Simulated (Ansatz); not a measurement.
# B3C2: the cost of one run

Program: Ansatz 0.2.0. Level of theory: DFT PBE, scalar-relativistic, plane waves, PAW. These are calculated values, not measurements.

1 further run of the same task is left out (set aside as unsound or not needed).

### 1 Starting point

The structure is trigonal, space group R-3m (No. 166). The conventional cell has a = 2.594 Å, b = 2.594 Å, c = 18.040 Å, α = 90.00°, β = 90.00°, γ = 120.00°. B (site symmetry -3m) has 6 C at 1.92 Å as nearest neighbours. Around B (site symmetry 3m) lie 3 C at 1.82 Å. Around C (site symmetry 3m) lie 6 B at 1.82 to 1.92 Å.

Coordinates:

```
B C
1.0
     1.29723    0.74896    6.01334
    -1.29723    0.74896    6.01334
     0.00000   -1.49792    6.01334
B C
3 2
Direct
  0.00000 0.00000 0.00000
  0.20950 0.20950 0.20950
  0.79050 0.79050 0.79050
  0.40000 0.40000 0.40000
  0.60000 0.60000 0.60000
```

(A quick probe on a coarse mesh, which set the mesh and smearing, is not shown.)

### 3 Coarse relaxation

Input file input.yaml:

```yaml
crystal:
  lattice:
    - [1.2972339185, 0.748958352, 6.0133372414]
    - [-1.2972339185, 0.748958352, 6.0133372414]
    - [0.0, -1.4979167041, 6.0133372414]
  atoms:
    - { symbol: B, position: [0.0, 0.0, 0.0] }
    - { symbol: B, position: [0.2095, 0.2095, 0.2095] }
    - { symbol: B, position: [0.7905, 0.7905, 0.7905] }
    - { symbol: C, position: [0.4, 0.4, 0.4] }
    - { symbol: C, position: [0.6, 0.6, 0.6] }
basis:
  ecutwfc: 420
kpoints:
  mp_grid: { grid: [6, 6, 6] }
hamiltonian:
  xc: pbe
scf:
  occupations: { method: gaussian, width: 0.1 }
  lower_state_search: "off"
output:
  forces: true
  stress: true
  eigenvalues: true
relax:
  adjacent_minimum: "off"
  f_tol: 0.04
  max_steps: 70
  cell: { stress_tol: 0.4 }
```

Run with:

```bash
$ ansatz run input.yaml --threads 1 --pin off --max-ram 2560MiB --backend cpu --events-out ev --progress --plain --runs-dir out
```

**Question.** How long does this run take on 1 thread of Intel Xeon Platinum 8259CL at 2.50GHz (Skylake/Cascade Lake), shared host, and how much memory does it need?

About 61 s, with a peak of 0.37 GiB.
